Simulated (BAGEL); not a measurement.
# CH3F3Si (SMILES F[SiH2]C(F)F): HF/cc-pVDZ (density fitting with qzvpp-jkfit)

Aim: the vertical singlet–triplet gap of CH3F3Si at HF/cc-pVDZ (density fitting with qzvpp-jkfit), from 2 runs. 

The calculation is run with BAGEL 1.2.2.

1 further run of the same task is left out (set aside as unsound or not needed).

## 1. Starting point

The species is CH3F3Si (8 atoms), meant as a singlet with charge 0. As SMILES, `F[SiH2]C(F)F`. The shape is that of a GFN2-xTB optimisation. This is one conformer, not always the lowest.

Bond lengths: F1–Si2 1.607 Å, Si2–C3 1.937 Å, C3–F4 1.363 Å, C3–F5 1.363 Å, Si2–H6 1.450 Å, Si2–H7 1.449 Å, C3–H8 1.101 Å. Some angles: F1–Si2–C3 103.5°, Si2–C3–F4 111.3°, Si2–C3–F5 111.0°, F4–C3–F5 105.8°, F1–Si2–H6 106.7°, F1–Si2–H7 107.2°, C3–Si2–H6 108.9°, C3–Si2–H7 109.8°, Si2–C3–H8 114.8°, F4–C3–H8 106.7°.

## 2. A single-point energy at HF/cc-pVDZ (density fitting with qzvpp-jkfit)

Input file input.json:

```json
{ "bagel": [

{
  "title": "molecule",
  "basis": "cc-pvdz.json",
  "df_basis": "qzvpp-jkfit",
  "angstrom": "true",
  "geometry": [
    { "atom": "F", "xyz": [   -1.462770,    0.847720,    1.164450 ] },
    { "atom": "Si", "xyz": [   -0.037300,    0.131090,    0.973010 ] },
    { "atom": "C", "xyz": [    0.062000,   -0.173540,   -0.937110 ] },
    { "atom": "F", "xyz": [    0.745100,   -1.318570,   -1.219960 ] },
    { "atom": "F", "xyz": [    0.745820,    0.829330,   -1.556980 ] },
    { "atom": "H", "xyz": [   -0.119250,   -1.148950,    1.648850 ] },
    { "atom": "H", "xyz": [    0.978190,    1.084710,    1.371880 ] },
    { "atom": "H", "xyz": [   -0.911790,   -0.251790,   -1.444130 ] }
  ]
},
{ "title": "hf" },
{ "title": "print", "file": "orbitals.molden", "orbitals": "true" }

]}
```

The basis set cc-pVDZ is read from a file made from the Basis Set Exchange's data (not shown).

Started as:

```
$ BAGEL_NUM_THREADS=1 BAGEL input.json > input.out
```

Log:

```text
* using 1 threads per process

  ===============================================================
  ===============================================================

  *** Geometry ***

  { "atom" : "F", "xyz" : [     -2.764235,      1.601959,      2.200492 ] },
  { "atom" : "Si", "xyz" : [     -0.070487,      0.247724,      1.838722 ] },
  { "atom" : "C", "xyz" : [      0.117163,     -0.327943,     -1.770881 ] },
  { "atom" : "F", "xyz" : [      1.408035,     -2.491736,     -2.305390 ] },
  { "atom" : "F", "xyz" : [      1.409396,      1.567207,     -2.942266 ] },
  { "atom" : "H", "xyz" : [     -0.225350,     -2.171201,      3.115875 ] },
  { "atom" : "H", "xyz" : [      1.848511,      2.049805,      2.592477 ] },
  { "atom" : "H", "xyz" : [     -1.723033,     -0.475814,     -2.729010 ] },

  Number of auxiliary basis functions:      488

  Since a DF basis is specified, we compute 2- and 3-index integrals:
    o Being stored without compression. Storage requirement is 0.031 GB

  Number of basis functions:       89
  Number of electrons      :       50

    * METHOD: MOLECULE                             0.25

  *** RHF ***

  === Nuclear Repulsion ===
   243.0605900781

      * DIIS with orbital gradients will be used.

  === RHF iteration (cc-pvdz.json) ===
      0       -626.66706729          0.01470065           0.08
      1       -626.82298430          0.01026345           0.07
      2       -626.90776337          0.00108699           0.07
      3       -626.90921362          0.00019672           0.07
      4       -626.90925717          0.00007065           0.07
      5       -626.90926392          0.00002521           0.07
      6       -626.90926478          0.00001000           0.07
      7       -626.90926490          0.00000235           0.07
      8       -626.90926491          0.00000094           0.07
      9       -626.90926491          0.00000033           0.07
     10       -626.90926491          0.00000009           0.07
     11       -626.90926491          0.00000004           0.07
     12       -626.90926491          0.00000002           0.07
     13       -626.90926491          0.00000001           0.07
    * SCF iteration converged.

    * Permanent dipole moment:
           (    0.050359,     0.215944,    -0.567548) a.u.

    * METHOD: HF                                   1.19

    * METHOD: PRINT                                0.02

  ===============================================================
```

Run time: 1.6 s. Hardware: 1 thread of Arm Neoverse V1, shared host; peak memory 0.13 GiB.

## 3. The triplet, same level

Input file job.json:

```json
{ "bagel" : [

{
  "title" : "molecule",
  "basis" : "cc-pvdz.json",
  "df_basis" : "qzvpp-jkfit",
  "angstrom" : true,
  "geometry" : [
    { "atom" : "F", "xyz" : [      -1.462770,       0.847720,       1.164450 ] },
    { "atom" : "Si", "xyz" : [      -0.037300,       0.131090,       0.973010 ] },
    { "atom" : "C", "xyz" : [       0.062000,      -0.173540,      -0.937110 ] },
    { "atom" : "F", "xyz" : [       0.745100,      -1.318570,      -1.219960 ] },
    { "atom" : "F", "xyz" : [       0.745820,       0.829330,      -1.556980 ] },
    { "atom" : "H", "xyz" : [      -0.119250,      -1.148950,       1.648850 ] },
    { "atom" : "H", "xyz" : [       0.978190,       1.084710,       1.371880 ] },
    { "atom" : "H", "xyz" : [      -0.911790,      -0.251790,      -1.444130 ] }
  ]
},

{ "title" : "uhf", "charge" : 0, "nopen" : 2 },

{ "title" : "print", "file" : "orbitals.molden", "orbitals" : true }

]}
```

The basis set cc-pVDZ is read from a file made from the Basis Set Exchange's data (not shown).

Started as:

```
$ BAGEL_NUM_THREADS=1 BAGEL job.json > job.out
```

Log:

```text
* using 1 threads per process

  ===============================================================
  ===============================================================

  *** Geometry ***

  { "atom" : "F", "xyz" : [     -2.764235,      1.601959,      2.200492 ] },
  { "atom" : "Si", "xyz" : [     -0.070487,      0.247724,      1.838722 ] },
  { "atom" : "C", "xyz" : [      0.117163,     -0.327943,     -1.770881 ] },
  { "atom" : "F", "xyz" : [      1.408035,     -2.491736,     -2.305390 ] },
  { "atom" : "F", "xyz" : [      1.409396,      1.567207,     -2.942266 ] },
  { "atom" : "H", "xyz" : [     -0.225350,     -2.171201,      3.115875 ] },
  { "atom" : "H", "xyz" : [      1.848511,      2.049805,      2.592477 ] },
  { "atom" : "H", "xyz" : [     -1.723033,     -0.475814,     -2.729010 ] },

  Number of auxiliary basis functions:      488

  Since a DF basis is specified, we compute 2- and 3-index integrals:
    o Being stored without compression. Storage requirement is 0.031 GB

  Number of basis functions:       89
  Number of electrons      :       50

    * METHOD: MOLECULE                             0.25

  *** Open-shell HF ***

  === Nuclear Repulsion ===
   243.0605900781

      * DIIS with orbital gradients will be used.

  === UHF iteration (cc-pvdz.json) ===
      0       -626.31125981          0.03240529           0.15
      1       -626.47935605          0.02620652           0.15
      2       -626.55737018          0.01686279           0.14
      3       -626.62341094          0.00173800           0.14
      4       -626.62697728          0.00084665           0.13
      5       -626.62834684          0.00045886           0.14
      6       -626.62894410          0.00023542           0.14
      7       -626.62912107          0.00014811           0.14
      8       -626.62920576          0.00009382           0.14
      9       -626.62924468          0.00004581           0.14
     10       -626.62925293          0.00002328           0.15
     11       -626.62925471          0.00001333           0.15
     12       -626.62925509          0.00000850           0.14
     13       -626.62925527          0.00000486           0.15
     14       -626.62925534          0.00000314           0.15
     15       -626.62925537          0.00000217           0.14
     16       -626.62925539          0.00000137           0.15
     17       -626.62925540          0.00000096           0.15
     18       -626.62925540          0.00000065           0.15
     19       -626.62925540          0.00000044           0.15
     20       -626.62925540          0.00000027           0.15
     21       -626.62925540          0.00000018           0.15
     22       -626.62925540          0.00000013           0.15
     23       -626.62925540          0.00000010           0.15
     24       -626.62925540          0.00000006           0.15
     25       -626.62925540          0.00000004           0.15
     26       -626.62925540          0.00000003           0.15
     27       -626.62925540          0.00000002           0.14
     28       -626.62925540          0.00000001           0.15
     29       -626.62925540          0.00000001           0.15
    * SCF iteration converged.

    * S^2 (UHF) is 2.0102

    * Permanent dipole moment:
           (    0.318684,     0.240604,     0.825575) a.u.

    * METHOD: UHF                                  4.51

    * METHOD: PRINT                                0.02

  ===============================================================
```

It took 5.1 s on 1 thread of Arm Neoverse V1, shared host; peak memory 0.12 GiB.

## 4. Outcome

Level: HF/cc-pVDZ (density fitting with qzvpp-jkfit).

```
                                        quantity          value
                           singlet: total energy  -626.90926 Eh
                          singlet: dipole moment         1.55 D
                            singlet: HOMO energy      -12.62 eV
                            singlet: LUMO energy        3.25 eV
                          singlet: HOMO–LUMO gap       15.88 eV
                           triplet: total energy  -626.62926 Eh
                          triplet: dipole moment         2.33 D
                                   triplet: ⟨S²⟩          2.010
vertical energy of the triplet above the singlet       7.619 eV
```

At this shape the triplet lies 7.62 eV (735 kJ/mol) above the singlet.
